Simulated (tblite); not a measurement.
# F4GeH4OSi2: the cost of one run

Programs: tblite 0.8.0 and PySCF 2.14.0. All values are calculated, for the isolated system unless a continuum is named. Atoms count from 0, parts from 1.

### Step 1. The system as given

12 atoms, charge 0, multiplicity 1; geometry: distance geometry start.

### Step 2. Relaxing the cluster with GFN2-xTB

Job settings and geometry (Å):

```
{"job": {"kind": "relax", "xc": "GFN2-xTB", "basis": "xTB"}, "charge": 0, "multiplicity": 1}
Si     0.113375     1.334183     1.083002
Ge     2.283598     1.443664     0.267843
F     -0.827804     2.529124     0.363728
O     -0.559147    -0.259001     0.715239
Si    -0.877714    -0.897833    -0.889036
F     -2.378579    -1.596651    -0.966169
F      0.303610    -2.031930    -1.274570
F     -0.793604     0.379471    -2.005731
H      0.123298     1.546234     2.509222
H      2.262811     1.977067    -1.156445
H      3.089194     2.369797     1.138016
H      2.893579     0.072147     0.296428
```

Method: GFN2-xTB geometry optimisation, gas phase.

Started as:

```console
OMP_NUM_THREADS=1 python cluster_run.py task.json out
```

The driver reads the jobs from task.json and runs them one after another.

**Question.** How long does this first job take on 1 thread of Arm Neoverse V1, shared host?

About 3.3 s.
